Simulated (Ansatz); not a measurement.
# GeH2S: the cost of one run

Method: RKS revPBE-D4/def2-SVP, in Ansatz 0.2.0.

### 1 The system as given

Bond lengths: S1–Ge2 2.261 Å, S1–H3 1.324 Å, Ge2–H4 1.604 Å. Angles: S1–Ge2–H4 108.8°, Ge2–S1–H3 91.4°.

Structure file:

```xyz
4

S    -0.5434   -1.1505    0.5933
Ge   -0.5614    0.5903   -0.8496
H     0.7740   -1.2484    0.5086
H     0.3863    1.7484   -0.2725
```

### 2 End point A

Contents of input.yaml:

```yaml
crystal:
  periodic: [false, false, false]
  atoms:
    - { symbol: S, position_ang: [-0.5434, -1.1505, 0.5933] }
    - { symbol: Ge, position_ang: [-0.5614, 0.5903, -0.8496] }
    - { symbol: H, position_ang: [0.774, -1.2484, 0.5086] }
    - { symbol: H, position_ang: [0.3863, 1.7484, -0.2725] }
basis:
  gaussian: { orbitals: def2-SVP }
hamiltonian:
  xc: revpbe
  dispersion: d4
relax:
  f_tol: 0.02
  max_steps: 50
```

The run is started by

```sh
ansatz run input.yaml --threads 1 --pin off --max-ram 2048MiB --backend cpu --events-out ev --progress --plain --runs-dir out
```

Q: Estimate wall time and peak memory on 1 thread of Intel Xeon at 2.70GHz, shared host.

About 8.1 s, with a peak of 0.12 GiB.
